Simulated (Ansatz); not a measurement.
# C4H3F5: small, medium and large basis sets

How large a basis does C4H3F5 need? Two functionals are run in growing sets.

The runs use Ansatz 0.2.0, Gaussian basis; one geometry, several basis sets.

Plan: PBE0-D4/def2-SVP; ωB97M-V/def2-SVP; PBE0-D4/def2-QZVPP; ωB97M-V/def2-QZVPP; the functionals' def2-TZVPP values are taken from earlier runs.

## Step 1: The relaxed structure

All runs share one geometry, relaxed beforehand with PBE0-D4 in a triple-zeta def2 set.

SMILES `FC1CC(F)(F)C1(F)F`, 12 atoms, charge 0, spin multiplicity 1.

Atoms are counted from 1 here; the program's logs count them from 0.

Bond lengths: F1–C2 1.357 Å, C2–C3 1.539 Å, C2–C7 1.542 Å, C2–H10 1.092 Å, C3–C4 1.527 Å, C3–H11 1.091 Å, C3–H12 1.087 Å, C4–F5 1.348 Å, C4–F6 1.336 Å, C4–C7 1.554 Å, C7–F8 1.340 Å, C7–F9 1.335 Å. Angles: F1–C2–C3 116.5°, F1–C2–C7 116.0°, F1–C2–H10 109.7°, C3–C2–C7 89.1°, C3–C2–H10 113.5°, C7–C2–H10 110.8°, C2–C3–C4 88.7°, C2–C3–H11 110.3°, C2–C3–H12 118.1°, C4–C3–H11 110.1°, C4–C3–H12 116.6°, H11–C3–H12 111.2°, C3–C4–F5 112.8°, C3–C4–F6 117.8°, C3–C4–C7 89.0°, F5–C4–F6 108.4°, F5–C4–C7 111.1°, F6–C4–C7 116.8° and more.

## Step 2: PBE0-D4 in def2-SVP

in.yaml reads:

```yaml
crystal:
  periodic: [false, false, false]
  atoms:
    - {symbol: F, position_ang: [1.756618, -1.327262, 0.517148]}
    - {symbol: C, position_ang: [1.068150, -0.246685, 0.071547]}
    - {symbol: C, position_ang: [-0.017938, -0.512174, -0.985677]}
    - {symbol: C, position_ang: [-0.940429, 0.440511, -0.228051]}
    - {symbol: F, position_ang: [-0.906068, 1.697482, -0.714361]}
    - {symbol: F, position_ang: [-2.218216, 0.081290, -0.078430]}
    - {symbol: C, position_ang: [-0.021434, 0.298245, 1.017041]}
    - {symbol: F, position_ang: [-0.478413, -0.641743, 1.854936]}
    - {symbol: F, position_ang: [0.251716, 1.404814, 1.711967]}
    - {symbol: H, position_ang: [1.767479, 0.543588, -0.211113]}
    - {symbol: H, position_ang: [-0.385571, -1.535747, -0.901577]}
    - {symbol: H, position_ang: [0.201207, -0.257520, -2.019526]}
basis:
  gaussian: {orbitals: def2-SVP}
hamiltonian: {xc: pbe0, dispersion: d4}
output: {orbitals: {seedname: orbitals}}
```

The run is started by

```
> ansatz run in.yaml --threads 2 --pin off --events-out ev --progress --plain --max-ram 32768MiB --backend cpu
```

The log of the run:

```text
Functional definition: PBE0
  name "PBE0"
  cite "Adamo & Barone, J. Chem. Phys. 110, 6158 (1999) doi:10.1063/1.478522"
  cite "Perdew, Burke & Ernzerhof, Phys. Rev. Lett. 77, 3865 (1996) doi:10.1103/PhysRevLett.77.3865"
  parent pbe
  parameter a = 0.25
  parameter kappa = 0.804
  parameter beta = 0.06672455060314922
  exchange = (1 - a)*pbe_x(kappa = kappa, mu = beta*pi^2/3) + a*exact_x
  correlation = pbe_c(beta = beta)
1546 factors; their error is unknown
mean field evaluation 1: about -17745.4739 eV, gradient 4.6e1 eV
mean field evaluation 2: about -17745.0892 eV, gradient 4.8e1 eV
mean field evaluation 4: about -17749.1820 eV, gradient 2.2e0 eV
mean field evaluation 8: about -17749.1886 eV, gradient 4.1e-2 eV
mean field evaluation 16: about -17749.1791 eV, gradient 9.3e-5 eV
mean field -17749.17907371 eV, -652.2703001330 hartree, gradient 1.9e-5 eV, S^2 0.000000; 0 other end points of the search recorded, 0 dependent functions left out
reference -17749.17909118 eV, -652.2703007750 hartree; 36, 36 occupied and 105, 105 virtual orbitals, 1546 factors
Total energy: -17749.40147157 eV, -652.2784731038 hartree
```

It took 4.2 s on 2 threads of AMD EPYC 7R13, shared host.

## Step 3: ωB97M-V in def2-SVP

in.yaml, as its differences from that of step 2:

```diff
@@ -17,3 +17,3 @@
   gaussian: {orbitals: def2-SVP}
-hamiltonian: {xc: pbe0, dispersion: d4}
+hamiltonian: {xc: {name: wB97M-V}}
 output: {orbitals: {seedname: orbitals}}
```

Same command.

The log of the run, shortened:

```text
Functional definition: wB97M-V
  name "wB97M-V"
  cite "Mardirossian & Head-Gordon, J. Chem. Phys. 144, 214110 (2016) doi:10.1063/1.4952647"
  cite "Becke, J. Chem. Phys. 107, 8554 (1997) doi:10.1063/1.475007"
  cite "Vydrov & Van Voorhis, J. Chem. Phys. 133, 244103 (2010) doi:10.1063/1.3521275"
  # Of w^i u^j: cxij and so on, Table III.
[...]
  gx(w, u) = 1 - cx + cx01*u + cx10*w
  gss(w, u) = css00 + css04*u^4 + css10*w + css20*w^2 + css43*w^4*u^3
  gos(w, u) = cos00 + cos10*w + (cos20 + cos21*u)*w^2 + (cos60 + cos61*u)*w^6
[...]
      + integral(e_c_pw_mod_opposite_spin*gos(b97_w_opposite, b97_u_opposite)) + vv10(b, c)
1546 factors; their error is unknown
290 factors; integrals over basis functions are off by at most 3.0e-6 eV
[...]
mean field -17761.84962823 eV, -652.7359344233 hartree, gradient 1.3e-5 eV, S^2 0.000000; 0 other end points of the search recorded, 0 dependent functions left out
reference -17761.84965616 eV, -652.7359354499 hartree; 36, 36 occupied and 105, 105 virtual orbitals, 1546 factors
Total energy: -17761.84965616 eV, -652.7359354499 hartree
```

Run time: 12 s. Hardware: 2 threads of AMD EPYC 7R13, shared host.

## Step 4: PBE0-D4 in def2-QZVPP

in.yaml, as its differences from that of step 3:

```diff
@@ -16,4 +16,4 @@
 basis:
-  gaussian: {orbitals: def2-SVP}
-hamiltonian: {xc: {name: wB97M-V}}
+  gaussian: {orbitals: "def2-QZVPP.json"}
+hamiltonian: {xc: pbe0, dispersion: d4}
 output: {orbitals: {seedname: orbitals}}
```

The run is started by

```
> ansatz run in.yaml --threads 2 --pin off --events-out ev --progress --plain --max-ram 32768MiB --backend cuda --devices 0, --max-vram 18GiB
```

The log of the run:

```text
Functional definition: PBE0
  name "PBE0"
  cite "Adamo & Barone, J. Chem. Phys. 110, 6158 (1999) doi:10.1063/1.478522"
  cite "Perdew, Burke & Ernzerhof, Phys. Rev. Lett. 77, 3865 (1996) doi:10.1103/PhysRevLett.77.3865"
  parent pbe
  parameter a = 0.25
  parameter kappa = 0.804
  parameter beta = 0.06672455060314922
  exchange = (1 - a)*pbe_x(kappa = kappa, mu = beta*pi^2/3) + a*exact_x
  correlation = pbe_c(beta = beta)
1801 factors; their error is unknown
mean field evaluation 1: about -17765.8475 eV, gradient 5.5e1 eV
mean field evaluation 2: about -17765.7555 eV, gradient 5.4e1 eV
mean field evaluation 4: about -17771.1919 eV, gradient 2.6e0 eV
mean field evaluation 8: about -17771.2026 eV, gradient 3.7e-2 eV
mean field evaluation 16: about -17771.2004 eV, gradient 2.0e-4 eV
mean field -17771.20036694 eV, -653.0795677328 hartree, gradient 2.5e-5 eV, S^2 0.000000; 0 other end points of the search recorded, 0 dependent functions left out
reference -17771.20039821 eV, -653.0795688821 hartree; 36, 36 occupied and 567, 567 virtual orbitals, 1801 factors
Total energy: -17771.42277861 eV, -653.0877412109 hartree
```

Wall time 11 s (1 × H100 (card shared with other runs) with 2 threads of AMD EPYC 7R13, shared host); peak host memory 1.2 GiB.

## Step 5: ωB97M-V in def2-QZVPP

in.yaml, as its differences from that of step 4:

```diff
@@ -17,3 +17,3 @@
   gaussian: {orbitals: "def2-QZVPP.json"}
-hamiltonian: {xc: pbe0, dispersion: d4}
+hamiltonian: {xc: {name: wB97M-V}}
 output: {orbitals: {seedname: orbitals}}
```

Launched as before.

The log of the run, shortened:

```text
Functional definition: wB97M-V
  name "wB97M-V"
  cite "Mardirossian & Head-Gordon, J. Chem. Phys. 144, 214110 (2016) doi:10.1063/1.4952647"
  cite "Becke, J. Chem. Phys. 107, 8554 (1997) doi:10.1063/1.475007"
  cite "Vydrov & Van Voorhis, J. Chem. Phys. 133, 244103 (2010) doi:10.1063/1.3521275"
  # Of w^i u^j: cxij and so on, Table III.
[...]
  gx(w, u) = 1 - cx + cx01*u + cx10*w
  gss(w, u) = css00 + css04*u^4 + css10*w + css20*w^2 + css43*w^4*u^3
  gos(w, u) = cos00 + cos10*w + (cos20 + cos21*u)*w^2 + (cos60 + cos61*u)*w^6
[...]
      + integral(e_c_pw_mod_opposite_spin*gos(b97_w_opposite, b97_u_opposite)) + vv10(b, c)
1801 factors; their error is unknown
369 factors; integrals over basis functions are off by at most 4.1e-6 eV
[...]
mean field -17784.30377955 eV, -653.5611092643 hartree, gradient 4.0e-5 eV, S^2 0.000000; 0 other end points of the search recorded, 0 dependent functions left out
reference -17784.30383012 eV, -653.5611111230 hartree; 36, 36 occupied and 567, 567 virtual orbitals, 1801 factors
Total energy: -17784.30383012 eV, -653.5611111230 hartree
```

It took 18 s on 1 × H100 (card shared with other runs) with 2 threads of AMD EPYC 7R13, shared host; peak host memory 1.2 GiB.

## Step 6: Functionals by basis

The def2-TZVPP values come from earlier runs at the same geometry.

| functional | basis | functions | energy (eV) | from the largest (eV) | HOMO (eV) | LUMO (eV) |
| --- | --- | --- | --- | --- | --- | --- |
| PBE0-D4 | def2-SVP | 141 | -17749.4015 | 22.021 | -9.12 | 0.62 |
| PBE0-D4 | def2-TZVPP | 321 | -17770.5296 | 0.893 | -9.27 | 0.30 |
| PBE0-D4 | def2-QZVPP | 603 | -17771.4228 | 0.000 | -9.33 | 0.13 |
| ωB97M-V | def2-SVP | 141 | -17761.8497 | 22.454 | -11.45 | 2.75 |
| ωB97M-V | def2-TZVPP | 321 | -17783.4647 | 0.839 | -11.63 | 2.28 |
| ωB97M-V | def2-QZVPP | 603 | -17784.3038 | 0.000 | -11.69 | 1.72 |

## Step 7: Summary of results

```
                                       quantity           value
PBE0-D4: double and triple zeta above quadruple  22.02, 0.89 eV
ωB97M-V: double and triple zeta above quadruple  22.45, 0.84 eV
```

For PBE0-D4 the step from double to triple zeta gains 21.13 eV and the next only 0.89 eV. Total energies overstate the basis error of differences, where much of it tends to cancel. The LUMO of ωB97M-V is positive and keeps falling with the basis (2.75 to 1.72 eV): an unbound level that the basis holds in place.
